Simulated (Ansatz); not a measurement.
# Ta4O: convergence and cost

An exercise on one series of results from a longer session: the logs are not shown, and one member is left open.

Computed with Ansatz 0.2.0 (DFT PBE, scalar-relativistic, plane waves, PAW, unless a step's input says otherwise).

1 further run of the same task is left out (set aside as unsound or not needed).

### The starting structure

It takes space group P4/mmm (No. 123, tetragonal). Conventional cell: a = 3.257 Å, b = 3.257 Å, c = 7.409 Å, α = 90.00°, β = 90.00°, γ = 90.00°. Ta (site symmetry 4/mmm) has 4 O at 2.30 Å as nearest neighbours. Around Ta (site symmetry 4mm) lie 1 O at 2.10 Å. Around Ta (site symmetry 4/mmm) lie 8 Ta at 2.81 Å. O (site symmetry 4/mmm) has 6 Ta at 2.10 to 2.30 Å as nearest neighbours.

Coordinates:

```xyz
5
Lattice="3.2575 0.0000 0.0000 0.0000 3.2575 0.0000 0.0000 0.0000 7.4093" Properties=species:S:1:pos:R:3 pbc="T T T"
Ta    0.0000    0.0000    3.7047
Ta    1.6287    1.6287    5.8027
Ta    1.6287    1.6287    1.6067
Ta    0.0000    0.0000    0.0000
O     1.6287    1.6287    3.7047
```

Source of the structure: the Materials Project (structure only). It is taken as it stands there.

### The base run, which the others are set against

Input file input.yaml:

```yaml
crystal:
  lattice:
    - [3.257497, 0.0, 0.0]
    - [0.0, 3.257497, 0.0]
    - [0.0, 0.0, 7.409341]
  atoms:
    - { symbol: Ta, position: [0.0, 0.0, 0.5] }
    - { symbol: Ta, position: [0.5, 0.5, 0.783158] }
    - { symbol: Ta, position: [0.5, 0.5, 0.216842] }
    - { symbol: Ta, position: [0.0, 0.0, 0.0] }
    - { symbol: O, position: [0.5, 0.5, 0.5] }
basis:
  ecutwfc: 420
kpoints:
  mp_grid: { grid: [12, 12, 6] }
hamiltonian:
  xc: pbe
scf:
  occupations: { method: gaussian, width: 0.1 }
output:
  forces: true
  stress: true
  eigenvalues: true
  populations: true
  write_density: true
  write_potential: true
  elf: true
  volumetric_format: npy
```

Its results, from an earlier run: -8059.3651 eV/atom at zero smearing, pressure -0.83 GPa, largest force 0.057 eV/Å, no gap on the mesh, in 8 SCF cycles and 5.5 s.

Set-up of the first run:

Input file input.yaml:

```yaml
crystal:
  lattice:
    - [3.257497, 0.0, 0.0]
    - [0.0, 3.257497, 0.0]
    - [0.0, 0.0, 7.409341]
  atoms:
    - { symbol: Ta, position: [0.0, 0.0, 0.5] }
    - { symbol: Ta, position: [0.5, 0.5, 0.783158] }
    - { symbol: Ta, position: [0.5, 0.5, 0.216842] }
    - { symbol: Ta, position: [0.0, 0.0, 0.0] }
    - { symbol: O, position: [0.5, 0.5, 0.5] }
basis:
  ecutwfc: 420
kpoints:
  mp_grid: { grid: [1, 1, 1] }
hamiltonian:
  xc: pbe
scf:
  occupations: { method: gaussian, width: 0.1 }
output:
  forces: true
  stress: true
  eigenvalues: true
```

Started as:

```bash
ansatz run input.yaml --threads 1 --pin off --max-ram 2560MiB --backend cpu --events-out ev --progress --plain --runs-dir out
```

Steps of the session up to this table: K-point mesh: 1×1×1; K-point mesh: 2×2×1; K-point mesh set to 4×4×1; K-point mesh: 4×4×2; K-point mesh: 6×6×2; K-point mesh set to 6×6×4; K-point mesh set to 8×8×4; K-point mesh set to 10×10×4; K-point mesh set to 10×10×6; K-point mesh set to 14×14×6; K-point mesh: 16×16×8.

One of the session's tables, all rows but one given; the rest of the session is left out.

It belongs to the step «The sweep of the k-point mesh side by side». 

```
   mesh  ΔE (meV/atom)  largest change of a force component (eV/Å)
  1×1×1            181                                       5.023
  2×2×1            185                                       0.062
  4×4×1            114                                       0.425
  4×4×2              ?                                           ?
  6×6×2           15.8                                       0.059
  6×6×4           5.59                                       0.101
  8×8×4          -0.19                                       0.070
10×10×4          -0.96                                       0.012
10×10×6          -1.40                                       0.015
12×12×6          -0.39                                       0.010
14×14×6           1.13                                       0.020
16×16×8           0.00                                       0.000
```

Estimate the missing values for 4×4×2.

As computed: ΔE (meV/atom): 9.38; largest change of a force component (eV/Å): 0.246. In the column «ΔE (meV/atom)» it lies between 6×6×4 (5.59) and 6×6×2 (15.8).

Caveats from the session: The energy still moves by 1.13 meV/atom between the last two values of the k-point mesh, so 1 meV/atom is not shown to be reached. The error changes sign along the series, since a k mesh isn't variational, and a metal needs dense meshes to resolve its Fermi surface.
